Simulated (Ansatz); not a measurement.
# SnBi3O: the cost of one run

Computed with Ansatz 0.2.0 (DFT PBE, scalar-relativistic, plane waves, PAW, unless a step's input says otherwise).

### 1 The starting structure

Symmetry: Pm-3m, No. 221, cubic system. Conventional cell: a = 5.206 Å, b = 5.206 Å, c = 5.206 Å, α = 90.00°, β = 90.00°, γ = 90.00°. Sn (site symmetry m-3m) has 12 Bi at 3.68 Å as nearest neighbours. Bi (site symmetry 4/mmm) has 2 O at 2.60 Å as nearest neighbours. O (site symmetry m-3m) has 6 Bi at 2.60 Å as nearest neighbours.

Coordinates:

```
CELL_PARAMETERS angstrom
5.20637 0.00000 0.00000
0.00000 5.20637 0.00000
0.00000 0.00000 5.20637
ATOMIC_POSITIONS crystal
Sn 0.00000 0.00000 0.00000
Bi 0.50000 0.50000 0.00000
Bi 0.00000 0.50000 0.50000
Bi 0.50000 0.00000 0.50000
O 0.50000 0.50000 0.50000
```

Recipe of the guess: species swapped into a database cell of Sr3BiN (Pm-3m, No. 221), with Bi on the Sr sites, Sn on the Bi sites and O on the N sites. Lengths come from tabulated atomic sizes and are only a guess.

### 2 A first look at the guess

input.yaml

```yaml
crystal:
  lattice:
    - [5.20636955, 0.0, 0.0]
    - [0.0, 5.20636955, 0.0]
    - [0.0, 0.0, 5.20636955]
  atoms:
    - { symbol: Sn, position: [0.0, 0.0, 0.0] }
    - { symbol: Bi, position: [0.5, 0.5, 0.0] }
    - { symbol: Bi, position: [0.0, 0.5, 0.5] }
    - { symbol: Bi, position: [0.5, 0.0, 0.5] }
    - { symbol: O, position: [0.5, 0.5, 0.5] }
basis:
  ecutwfc: 420
kpoints:
  mp_grid: { grid: [4, 4, 4] }
hamiltonian:
  xc: pbe
scf:
  occupations: { method: gaussian, width: 0.1 }
  lower_state_search: "off"
output:
  forces: true
  stress: true
  eigenvalues: true
```

The run is started by

```console
ansatz run input.yaml --threads 1 --pin off --max-ram 2560MiB --backend cpu --events-out ev --progress --plain --runs-dir out
```

**Question.** How long does this run take on 1 thread of Arm Neoverse V2, shared host, and how much memory does it need?

About 3.5 s, with a peak of 0.38 GiB.
